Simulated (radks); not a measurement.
# Pd²⁺ in [Ar] 3d10 4s2 4p4 4d8 4f2: an all-electron calculation

Wanted: eigenvalues, radial structure and energy terms of the palladium ion Pd2+.

Method: scalar-relativistic Kohn-Sham, PBEsol, spin-polarised, spherical densities, finite nucleus; open shells are filled with parallel spins first. Code: radks (a radial shooting solver on a logarithmic mesh, Libxc functionals) version 1.

### Step 1. What is computed

```
element            : palladium (Z = 46)
charge             : +2
electrons          : 44
configuration      : [Ar] 3d10 4s2 4p4 4d8 4f2
nuclear rms radius : 4.5318 fm
```

The outer shells:

Pd²⁺
```
[Ar] core
3d [↑↓][↑↓][↑↓][↑↓][↑↓]
4s [↑↓]
4p [↑↓][↑ ][↑ ]
4d [↑↓][↑↓][↑↓][↑ ][↑ ]
4f [↑ ][↑ ][  ][  ][  ][  ][  ]
```

### Step 2. Self-consistent calculation

Settings of this run:

```text
Z 46
configuration [Ar] 3d10 4s2 4p4 4d8 4f2
relativity scalar-relativistic
functional pbe_sol,pbe_sol
spin polarised
nucleus finite rms 4.5318 fm
c 137.035999084
```

Launch:

```console
$ python run_ks.py task.json out
```

The same process makes all the runs of this session.

**Question.** What will this run give?

**Answer**, as computed:

```
                        quantity                   value
                    total energy     -5036.49619 hartree
exchange-correlation share of it                  2.77 %
                            −T/E                  1.0372
          highest occupied level        4f up, -7.788 eV
    most extended occupied level  4f up, <r> = 4.02 bohr
 radius at density 0.001 e/bohr³               5.12 bohr
    maxima of the radial density                       4
```

4 principal shells are occupied and 4 maxima appear in the radial density. Relativity lifts −T/E to 1.037. This is not the tabulated ground configuration, so its levels and sizes aren't those of the ground state, and no measured value stands beside it.
